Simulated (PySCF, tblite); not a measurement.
# C8H20O4Si: NMR shifts, part 2 of 2

tblite 0.8.0 and PySCF 2.14.0. Atoms count from 0.

## 6. NMR shifts: GIAO PBE0/pcSseg-1 in chloroform

The job: settings as JSON, then the geometry in Å.

```
{"job": {"kind": "nmr", "xc": "PBE0", "basis": "pcSseg-1", "pop": false, "solvent": "chloroform"}, "charge": 0, "multiplicity": 1}
C     -1.910060     0.452657     3.518309
C     -0.885639    -0.136949     2.578597
O     -0.774564     0.678008     1.432052
Si    -0.038767     0.241839     0.029393
O     -0.430728     1.385843    -1.082986
C     -1.715300     1.943858    -1.259362
C     -1.611974     3.186342    -2.111014
O     -0.557173    -1.279525    -0.310917
C     -0.002616    -2.133172    -1.287601
C     -0.504432    -3.540295    -1.067538
O      1.600873     0.179999     0.078780
C      2.482102     1.278307    -0.004897
C      3.730370     0.876534    -0.755311
H     -2.894842     0.505950     3.030327
H     -2.004613    -0.163505     4.425404
H     -1.620767     1.471228     3.817454
H     -1.174340    -1.162005     2.285149
H      0.097043    -0.207350     3.080900
H     -2.159245     2.182892    -0.276777
H     -2.378554     1.203276    -1.743570
H     -2.605749     3.632775    -2.267509
H     -0.967820     3.934620    -1.625176
H     -1.178141     2.948178    -3.093671
H     -0.287156    -1.779604    -2.296109
H      1.100188    -2.102096    -1.232259
H     -1.602375    -3.574132    -1.130252
H     -0.090472    -4.223813    -1.824378
H     -0.207263    -3.902605    -0.071937
H      2.741073     1.610936     1.016604
H      1.988438     2.126101    -0.511758
H      4.438257     1.717722    -0.809818
H      4.229415     0.033123    -0.254879
H      3.479718     0.567293    -1.781295
```

Method: GIAO PBE0/pcSseg-1 NMR shielding, non-relativistic, IEF-PCM chloroform.

Standard output:

```text
start: PBE on a coarse grid of 25884 points
cycle   1  E = -905.8910266919  dE =  1.279e+00  |g| = 1.475e+00  |ddm| = 5.001e+00
cycle   2  E = -904.9038172460  dE =  9.872e-01  |g| = 2.683e+00  |ddm| = 3.611e+00
cycle   3  E = -906.2958442922  dE = -1.392e+00  |g| = 2.391e-01  |ddm| = 2.706e+00
cycle   4  E = -906.3052433767  dE = -9.399e-03  |g| = 1.082e-01  |ddm| = 2.301e-01
cycle   5  E = -906.3079888571  dE = -2.745e-03  |g| = 1.676e-02  |ddm| = 8.453e-02
cycle   6  E = -906.3080449285  dE = -5.607e-05  |g| = 4.142e-03  |ddm| = 1.709e-02
final grid: 231521 points
cycle   7  E = -906.5477288986  dE = -8.684e-03  |g| = 6.277e-02  |ddm| = 3.191e-01
cycle   8  E = -906.5471863673  dE =  5.425e-04  |g| = 8.468e-02  |ddm| = 8.346e-02
cycle   9  E = -906.5484804849  dE = -1.294e-03  |g| = 5.583e-03  |ddm| = 5.004e-02
cycle  10  E = -906.5484870575  dE = -6.573e-06  |g| = 2.109e-03  |ddm| = 6.144e-03
cycle  11  E = -906.5484890871  dE = -2.030e-06  |g| = 5.466e-04  |ddm| = 2.037e-03
cycle  12  E = -906.5484882134  dE =  8.737e-07  |g| = 7.912e-05  |ddm| = 5.159e-04
converged SCF energy = -906.5484882134

GIAO shielding tensors (ppm)
atom      isotropic    diamagn.    paramagn.     s11        s22        s33       span
  0 C      165.409     247.058     -81.649    148.207    163.294    184.727     36.520
  1 C      123.758     245.881    -122.123     95.203    108.039    168.031     72.827
  2 O      278.873     407.228    -128.355    230.144    269.495    336.981    106.837
  3 Si     438.001     891.326    -453.325    432.401    433.927    447.675     15.274
  4 O      282.759     407.907    -125.148    238.894    270.398    338.983    100.089
  5 C      123.674     244.944    -121.270     94.926    108.044    168.051     73.125
  6 C      165.472     246.846     -81.374    148.272    163.410    184.734     36.462
  7 O      280.832     407.996    -127.165    236.749    268.628    337.118    100.369
  8 C      123.728     245.840    -122.111     95.107    108.174    167.905     72.798
  9 C      165.413     247.650     -82.237    148.171    163.348    184.722     36.551
 10 O      281.262     408.923    -127.661    237.687    274.632    331.466     93.779
 11 C      123.546     244.145    -120.599     94.038    108.095    168.504     74.466
 12 C      165.018     247.747     -82.729    147.510    162.987    184.558     37.047
 13 H       29.945      30.123      -0.179     26.034     28.841     34.958      8.924
 14 H       30.212      26.518       3.694     26.047     27.040     37.548     11.501
 15 H       29.897      29.227       0.670     25.970     28.296     35.425      9.456
 16 H       27.427      34.401      -6.975     20.968     29.617     31.695     10.726
 17 H       27.439      33.044      -5.605     21.643     27.967     32.707     11.064
 18 H       27.427      33.554      -6.127     20.941     29.630     31.710     10.769
 19 H       27.441      32.877      -5.436     21.654     27.984     32.684     11.030
 20 H       30.209      26.047       4.162     26.029     27.042     37.556     11.527
 21 H       29.942      29.727       0.215     26.066     28.801     34.960      8.894
 22 H       29.897      29.399       0.497     25.969     28.327     35.393      9.424
 23 H       27.447      33.067      -5.620     21.693     28.010     32.639     10.946
 24 H       27.428      34.394      -6.966     20.981     29.698     31.604     10.624
 25 H       29.891      29.850       0.041     25.961     28.302     35.411      9.451
 26 H       30.206      26.969       3.237     26.032     27.056     37.531     11.500
 27 H       29.940      30.651      -0.711     26.026     28.807     34.987      8.961
 28 H       27.424      31.659      -4.235     21.579     27.606     33.088     11.509
 29 H       27.366      33.655      -6.289     21.211     29.428     31.459     10.248
 30 H       30.227      26.452       3.775     26.099     26.985     37.598     11.499
 31 H       29.877      29.658       0.219     26.071     28.101     35.460      9.389
 32 H       29.999      31.089      -1.090     26.110     29.293     34.594      8.483
```

It took 20 s on 2 threads of Arm Neoverse V1, shared host; peak memory 1.3 GiB.

## 7. What came out

The summary covers parts 1 to 2.

| quantity | value |
| --- | --- |
| point group | C1 |
| rotational constants (main isotopes) | 0.52, 0.50, 0.43 GHz |
| 13C shifts against TMS (PBE0/pcSseg-2, means over atoms taken as alike) | 62.5, 19.9 ppm |
| 1H shifts against TMS (PBE0/pcSseg-2, means over atoms taken as alike) | 3.85, 1.14 ppm |
| 17O shifts against H2O (PBE0/pcSseg-2, means over atoms taken as alike) | 54.8 ppm |
| 29Si shifts against TMS (PBE0/pcSseg-2) | -87.6 ppm |
| measured, and computed on the same scale | Si3 δ -82.2, -87.6 ppm |

What this shows: The optimisation took 13 steps and gained 0.128 eV; among the close pairs (by a distance rule), Si3–O4 changed most, from 1.623 to 1.643 Å (PBE0/def2-SVP). No frequency check was run at this level, so the end point may be a saddle. The most deshielded carbon is C1, C5, C8, C11 (mean) (sp3 CH2 bonded to O), at 62.5 ppm: deshielded by the electronegative neighbour. The most deshielded hydrogen is H16, H17, H18, H19, H23 and 3 more (mean) (hydrogen on an sp3 CH2 bonded to O), at 3.85 ppm: its carbon carries O, hence the downfield position. At PBE0/pcSseg-2: The widest tensor belongs to O2, O4, O7, O10: span 99 ppm, with a paramagnetic part of -128 ppm. The one measured 29Si shift is missed by -5.4 ppm (computed less measured, unscaled). Vibration, temperature and solvent are missing from the calculation, and it holds one conformer, so part of the miss against the measured shifts is not the functional's.
